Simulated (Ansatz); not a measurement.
**BaAs2Rh2: properties at the relaxed cell**

One table from this session's results is given with a row withheld; the runs are named, their logs left out.

Computed with Ansatz 0.2.0 (DFT r2SCAN, scalar-relativistic, plane waves, PAW, unless a step's input says otherwise).

1 further run of the same task is left out (set aside as unsound or not needed). Runs told in other sessions of the task aren't counted.

### The starting structure

The structure is tetragonal, space group I4/mmm (No. 139). The conventional cell has a = 4.055 Å, b = 4.055 Å, c = 13.015 Å, α = 90.00°, β = 90.00°, γ = 90.00°. Ba (site symmetry 4/mmm) is surrounded by 8 As at 3.43 Å and 8 Rh at 3.83 Å. As (site symmetry 4mm) is surrounded by 4 Rh at 2.45 Å and 4 Ba at 3.43 Å. Rh (site symmetry -4m2) has 4 As at 2.45 Å in its first shell of neighbours.

Structure file:

```cif
data_structure
_symmetry_space_group_name_H-M 'P 1'
_symmetry_Int_Tables_number 1
_cell_length_a 7.1112
_cell_length_b 7.1112
_cell_length_c 7.1112
_cell_angle_alpha 146.869
_cell_angle_beta 146.869
_cell_angle_gamma 47.558
_cell_volume 107.00
loop_
_atom_site_label
_atom_site_type_symbol
_atom_site_fract_x
_atom_site_fract_y
_atom_site_fract_z
_atom_site_occupancy
Ba1 Ba 0.00000 0.00000 0.00000 1
As1 As 0.35500 0.35500 0.00000 1
As2 As 0.64500 0.64500 0.00000 1
Rh1 Rh 0.75000 0.25000 0.50000 1
Rh2 Rh 0.25000 0.75000 0.50000 1
```

It goes back to an entry of the Materials Project.

This cell was relaxed beforehand with the same method: volume 21.40 Å³/atom, gap on the mesh none (metal).

Set-up of the first run:

File input.yaml:

```yaml
crystal:
  lattice:
    - [-2.0069996934, 2.0069996934, 6.4417413863]
    - [2.0069996934, -2.0069996934, 6.4417413863]
    - [2.0069996934, 2.0069996934, -6.4417413863]
  atoms:
    - { symbol: Ba, position: [0.0, 0.0, 0.0] }
    - { symbol: As, position: [0.355000117, 0.355000117, 0.0] }
    - { symbol: As, position: [0.644999883, 0.644999883, 0.0] }
    - { symbol: Rh, position: [0.75, 0.25, 0.5] }
    - { symbol: Rh, position: [0.25, 0.75, 0.5] }
basis:
  ecutwfc: 500
kpoints:
  mp_grid: { grid: [12, 12, 12] }
hamiltonian:
  xc: r2scan
scf:
  occupations: { method: gaussian, width: 0.1 }
output:
  forces: true
  stress: true
  eigenvalues: true
relax:
  adjacent_minimum: "off"
  f_tol: 0.01
  max_steps: 30
  cell: { stress_tol: 0.1, fix: [volume] }
```

Run with:

```sh
$ ansatz run input.yaml --threads 2 --pin off --max-ram 5120MiB --backend cpu --events-out ev --progress --plain --runs-dir out
```

Among the steps run: Volume × 0.97; Volume × 1.03; Volume × 0.94; Point at V/V0 = 1.06; Point at V/V0 = 0.91; Point at V/V0 = 1.10; The cell scaled to 0.88 of its volume.

One of the session's tables, all rows but one given; the rest of the session is left out.

It belongs to the step «Equation of state». 

| volume (Å³/atom) | energy above the lowest point (meV/atom) | pressure (GPa) |
| --- | --- | --- |
| 18.832 | 99.0 | 14.02 |
| 19.474 | 52.1 | 9.55 |
| 20.116 | ? | ? |
| 20.758 | 5.0 | 2.63 |
| 21.400 | 0.0 | 0.00 |
| 22.042 | 4.7 | -2.22 |
| 22.684 | 17.6 | -4.06 |
| 23.540 | 45.0 | -6.01 |

**Question.** Estimate the row for volume (Å³/atom) = 20.116.

Worked estimate for «energy above the lowest point (meV/atom)». A straight line through the neighbours (19.474, 52.1) and (20.758, 5.0) gives 52.1 + (5.0 − 52.1) × (20.116 − 19.474) / (20.758 − 19.474) = 28.6; a parabola fitted to 4 rows on both sides gives 21.6.

The run gave: energy above the lowest point (meV/atom): 21.6; pressure (GPa): 5.79. In «energy above the lowest point (meV/atom)» the line misses by +7.0 and the parabola by 0.0.
